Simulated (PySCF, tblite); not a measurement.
# C6H8FPSi: geometry, infrared bands and NMR shifts

Wanted: the infrared bands and NMR shifts of C6H8FPSi (`Fc1ccccc1P[SiH3]`), by calculation.

Computed with tblite 0.8.0 and PySCF 2.14.0, with density-fitted response routines of our own, on a single molecule in the gas phase. Atoms are numbered from 0 throughout.

### 1 The starting structure

17 atoms, charge 0, multiplicity 1; geometry from: force field or distance geometry start.

Bonds of the start (Å): F0–C1 1.37, C1–C2 1.37, C2–C3 1.42, C3–C4 1.39, C4–C5 1.39, C5–C6 1.39, C6–P7 1.83, P7–Si8 2.19, C6–C1 1.39, C2–H9 1.09, C3–H10 1.08, C4–H11 1.07, C5–H12 1.10, P7–H13 1.42, Si8–H14 1.48, Si8–H15 1.47, Si8–H16 1.45.

### 2 Optimising the geometry with GFN2-xTB

The job: settings as JSON, then the geometry in Å.

```
{"job": {"kind": "relax", "xc": "GFN2-xTB", "basis": "xTB"}, "charge": 0, "multiplicity": 1}
F     -0.511500    -2.428200     0.753900
C     -0.888500    -1.132600     0.501900
C     -2.114000    -0.901300    -0.055800
C     -2.562200     0.410000    -0.345100
C     -1.742000     1.481300    -0.028400
C     -0.498800     1.230500     0.536500
C     -0.067100    -0.058800     0.806800
P      1.562700    -0.404400     1.564800
Si     3.056000    -0.454200    -0.034100
H     -2.800700    -1.708300    -0.306300
H     -3.536500     0.556600    -0.783900
H     -2.066500     2.474300    -0.240400
H      0.167200     2.067100     0.795900
H      1.878700     0.442700     2.663200
H      2.875700    -1.732500    -0.756200
H      4.389900    -0.428500     0.579700
H      2.850700     0.598400    -1.012900
```

The run is started by

```console
OMP_NUM_THREADS=1 python probes_run.py task.json out
```

This one command runs all jobs of the session in turn.

**Question.** This job is followed by: GFN2-xTB harmonic vibrations, gas phase; GIAO PBE0/pcSseg-1 NMR shielding, non-relativistic, gas phase. Predict these results of the whole session: strongest single infrared mode (GFN2-xTB); zero-point energy (GFN2-xTB); ¹³C shifts against TMS (PBE0/pcSseg-1); ¹H shifts against TMS (PBE0/pcSseg-1, means over atoms taken as alike); ¹⁹F shifts against CFCl3 (PBE0/pcSseg-1); ³¹P shifts against H3PO4 (PBE0/pcSseg-1); ²⁹Si shifts against TMS (PBE0/pcSseg-1).

**Answer**, as computed:

```
                                                              quantity                                         value
                             strongest single infrared mode (GFN2-xTB)                          748 cm⁻¹, 519 km/mol
                                          zero-point energy (GFN2-xTB)                                 70.9 kcal/mol
                                ¹³C shifts against TMS (PBE0/pcSseg-1)  173.3, 139.9, 134.7, 129.9, 128.9, 120.1 ppm
¹H shifts against TMS (PBE0/pcSseg-1, means over atoms taken as alike)        7.75, 7.48, 7.29, 7.25, 4.10, 3.20 ppm
                              ¹⁹F shifts against CFCl3 (PBE0/pcSseg-1)                                    -103.8 ppm
                              ³¹P shifts against H3PO4 (PBE0/pcSseg-1)                                    -181.3 ppm
                               ²⁹Si shifts against TMS (PBE0/pcSseg-1)                                     -78.9 ppm
```

Relaxing lowered the energy by 0.761 eV in 105 steps; the close pair that moved most is P7–Si8, from 2.188 to 2.243 Å. All 45 modes are real, so the xTB geometry is a minimum. The strongest single mode, at 748 cm⁻¹, is spread over several atoms, H14, H15, H16 among them. GFN2-xTB is a fitted tight-binding method: band positions and strengths are rough. Its intensities can rank the bands wrongly. At PBE0/pcSseg-1: The widest tensor belongs to P7: span 257 ppm, with a paramagnetic part of -468 ppm. NICS(1)zz of -27 ppm above the planar ring from C1 marks a diatropic (aromatic) ring current.
